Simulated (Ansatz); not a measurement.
# SiGe3H10: ionisation energy by level of theory

How much energy removes an electron from SiGe3H10 at fixed geometry? The cation is run at each level and the neutral's energy taken from earlier runs.

The runs use Ansatz 0.2.0, Gaussian basis; unrestricted cation, the program's frozen cores in correlated methods.

Levels to be run: UKS PBE-D4/def2-TZVPP; UKS r2SCAN-D4/def2-TZVPP; UKS PBE0-D4/def2-TZVPP; UKS B3LYP-D4/def2-TZVPP; UKS wB97X-V/def2-TZVPP; UKS wB97M-V/def2-TZVPP; UKS B2PLYP/def2-TZVPP; UHF-CCSD(T)/def2-TZVPP; UHF-MP2/def2-QZVPP; extrapolation to the limit; then −ε(HOMO) from the neutral's earlier runs with LDA (SPW92), PBE-D4, revPBE-D4, BLYP-D4, r2SCAN-D4, B97M-V, PBE0-D4, B3LYP-D4, r2SCANh-D4, r2SCAN0-D4, HSE06-D4, BHLYP-D4, CAM-B3LYP-D4, LC-ωPBE, ωB97X-V, ωB97M-V.

### Step 1. The relaxed structure

An earlier PBE0-D4 in a triple-zeta def2 set relaxation fixed the geometry.

SMILES `[GeH3][SiH2][GeH2][GeH3]`, 14 atoms, charge 0, spin multiplicity 1.

Atoms are counted from 1 here; the program's logs count them from 0.

Bond lengths: Ge1–Si2 2.379 Å, Ge1–H5 1.538 Å, Ge1–H6 1.538 Å, Ge1–H7 1.538 Å, Si2–Ge3 2.379 Å, Si2–H8 1.489 Å, Si2–H9 1.489 Å, Ge3–Ge4 2.424 Å, Ge3–H10 1.541 Å, Ge3–H11 1.540 Å, Ge4–H12 1.538 Å, Ge4–H13 1.537 Å, Ge4–H14 1.538 Å. Angles: Si2–Ge1–H5 110.2°, Si2–Ge1–H6 111.5°, Si2–Ge1–H7 109.8°, H5–Ge1–H6 108.5°, H5–Ge1–H7 108.2°, H6–Ge1–H7 108.5°, Ge1–Si2–Ge3 109.6°, Ge1–Si2–H8 109.9°, Ge1–Si2–H9 109.2°, Ge3–Si2–H8 110.7°, Ge3–Si2–H9 109.0°, H8–Si2–H9 108.3°, Si2–Ge3–Ge4 110.1°, Si2–Ge3–H10 109.5°, Si2–Ge3–H11 110.9°, Ge4–Ge3–H10 108.9°, Ge4–Ge3–H11 109.6°, H10–Ge3–H11 107.9° and more.

### Step 2. Cation, UKS PBE-D4/def2-TZVPP

Contents of in.yaml:

```yaml
crystal:
  periodic: [false, false, false]
  atoms:
    - {symbol: Ge, position_ang: [-0.198324, 2.378143, 0.239805]}
    - {symbol: Si, position_ang: [0.552985, 0.502768, 1.495855]}
    - {symbol: Ge, position_ang: [-0.392369, -1.488471, 0.601173]}
    - {symbol: Ge, position_ang: [0.093880, -1.647590, -1.768116]}
    - {symbol: H, position_ang: [-1.735545, 2.429607, 0.229611]}
    - {symbol: H, position_ang: [0.330701, 3.698012, 0.825692]}
    - {symbol: H, position_ang: [0.287890, 2.260833, -1.214867]}
    - {symbol: H, position_ang: [0.176621, 0.667031, 2.927018]}
    - {symbol: H, position_ang: [2.036918, 0.417409, 1.408732]}
    - {symbol: H, position_ang: [-1.920289, -1.464413, 0.796429]}
    - {symbol: H, position_ang: [0.156976, -2.731270, 1.326955]}
    - {symbol: H, position_ang: [-0.556236, -0.469755, -2.512737]}
    - {symbol: H, position_ang: [-0.446197, -2.961364, -2.356225]}
    - {symbol: H, position_ang: [1.612978, -1.590940, -1.999317]}
basis:
  gaussian: {orbitals: def2-TZVPP}
total_charge: 1
magnetization: {spin_polarized: true, initial_magnetization: 1}
hamiltonian: {xc: pbe, dispersion: d4}
```

The runs that follow: Cation, UKS r2SCAN-D4/def2-TZVPP; Cation, UKS PBE0-D4/def2-TZVPP; Cation, UKS B3LYP-D4/def2-TZVPP; Cation, UKS wB97X-V/def2-TZVPP; Cation, UKS wB97M-V/def2-TZVPP; Cation, UKS B2PLYP (frozen core)/def2-TZVPP; Cation, UHF-CCSD(T)/def2-TZVPP; Cation, UHF-MP2/def2-QZVPP.

Before running them: what should the planned runs give, taken together? Wanted: ionisation energy, CCSD(T)/CBS; nearest functional by difference; nearest −ε(HOMO); −ε(HOMO) of PBE; T1 of the cation.

The runs gave:

| quantity | value |
| --- | --- |
| ionisation energy, CCSD(T)/CBS | 9.72 eV |
| nearest functional by difference | ωB97X-V (-0.09 eV) |
| nearest −ε(HOMO) | ωB97M-V (+0.01 eV) |
| −ε(HOMO) of PBE | 6.78 eV |
| T1 of the cation | 0.016 |

What this shows: Energy differences with functionals land within 0.50 eV of the reference. −ε(HOMO) of PBE misses by 2.9 eV, since self-interaction lifts the level. Among orbital estimates ωB97M-V comes nearest. Hartree-Fock falls 0.79 eV short, as the neutral has more correlation energy than the cation. The cation may have settled in a state other than its lowest; no search over hole states beyond the program's own was made. Correlated methods include outer-core shells of Ge, which these sets cover unevenly. With outer-core shells in play the reference is unsure by up to some tenths of an eV, so close misses can't be ranked.
